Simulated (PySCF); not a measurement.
# B2H8Tm (Tm(BH4)2): the cost of one run

Method: several levels, as the steps say, no spin–orbit coupling; program: PySCF 2.14.0.

1 further run of the same task is left out (for a known fault of the program).

### 1 Where the work starts

11 atoms, charge 0, spin multiplicity 1.

Bond lengths: Tm1–B2 2.532 Å, Tm1–H4 2.376 Å, Tm1–H5 2.369 Å, Tm1–H6 2.372 Å, Tm1–B7 2.533 Å, Tm1–H9 2.376 Å, Tm1–H10 2.370 Å, Tm1–H11 2.373 Å, B2–H3 1.210 Å, B2–H4 1.255 Å, B2–H5 1.255 Å, B2–H6 1.255 Å, B7–H8 1.210 Å, B7–H9 1.255 Å, B7–H10 1.255 Å, B7–H11 1.255 Å. Angles: B2–Tm1–H4 29.4°, B2–Tm1–H5 29.4°, B2–Tm1–H6 29.4°, B2–Tm1–B7 178.7°, B2–Tm1–H9 151.5°, B2–Tm1–H10 149.4°, B2–Tm1–H11 150.8°, H4–Tm1–H5 50.3°, H4–Tm1–H6 50.3°, H4–Tm1–B7 151.5°, H4–Tm1–H9 137.9°, H4–Tm1–H10 168.3°, H4–Tm1–H11 125.1°, H5–Tm1–H6 50.4°, H5–Tm1–B7 149.4°, H5–Tm1–H9 168.3°, H5–Tm1–H10 123.3°, H5–Tm1–H11 136.2° and more.

As a file:

```mol
B2H8Tm
  3D, bonds by distance, orders not assigned

 11 16  0  0  0  0  0  0  0  0999 V2000
    0.0001   -0.0000    0.8181 Tm  0  0
    2.5323   -0.0014    0.7901 B   0  0
    3.7418    0.0038    0.7768 H   0  0
    2.0790   -0.7723    1.6706 H   0  0
    2.0513   -0.3733   -0.3076 H   0  0
    2.0697    1.1401    1.0293 H   0  0
   -2.5322    0.0014    0.7901 B   0  0
   -3.7418   -0.0038    0.7767 H   0  0
   -2.0791    0.7723    1.6707 H   0  0
   -2.0513    0.3733   -0.3076 H   0  0
   -2.0698   -1.1402    1.0294 H   0  0
  1  2  8  0
  1  4  8  0
  1  5  8  0
  1  6  8  0
  1  7  8  0
  1  9  8  0
  1 10  8  0
  1 11  8  0
  2  3  8  0
  2  4  8  0
  2  5  8  0
  2  6  8  0
  7  8  8  0
  7  9  8  0
  7 10  8  0
  7 11  8  0
M  END
```

Formal oxidation states: Tm +2. Each metal's 13 4f electrons lie in its core potential, so multiplicities, spins and levels count the valence alone. An earlier session relaxed this geometry at PBE0, Tm lcecp-0-SVP with ECP59, B def2-SVP, H def2-SVP (singlet, point group C2).

At PBE0 on the finer grid: E = -86.873393 Eh, frontier levels not given, since the 4f levels lie in the core, Mulliken charge on Tm1 +0.62 e, largest force component 0.020 eV/Å. 

Levels to run: B3LYP; r2SCAN; PBE0, TZVP. Hardware: 2 threads of Arm Neoverse V2, shared host.

### 2 B3LYP

Input file run.py (the lines that set the calculation):

```python
mol = gto.M(atom='''
Tm     0.00013    -0.00001     0.81805
B      2.53229    -0.00141     0.79007
H      3.74184     0.00382     0.77679
H      2.07902    -0.77226     1.67061
H      2.05125    -0.37326    -0.30757
H      2.06969     1.14011     1.02932
B     -2.53225     0.00141     0.79010
H     -3.74182    -0.00378     0.77673
H     -2.07905     0.77227     1.67068
H     -2.05131     0.37329    -0.30758
H     -2.06978    -1.14017     1.02936''',
    basis={'Tm': 'lcecp-0-SVP', 'B': 'def2-SVP', 'H': 'def2-SVP'},
    ecp={'Tm': 'lcecp-0-SVP'},
    charge=0, spin=0)
mf = dft.RKS(mol, xc='B3LYP')
mf.grids.atom_grid = (75, 302)  # f atoms: unpruned, at least (60, 302)
mf = mf.density_fit()  # fitting sets: Tm AutoAux, B def2-universal-JKFIT, H def2-universal-JKFIT
mf.conv_tol = 1e-08; mf.max_cycle = 55
mf.kernel(dm0)  # dm0: the density of the relaxed state
```

Started as:

```
$ OMP_NUM_THREADS=2 python run.py
```

**Question.** How long does this run take on 2 threads of Arm Neoverse V2, shared host?

About 5.2 s.
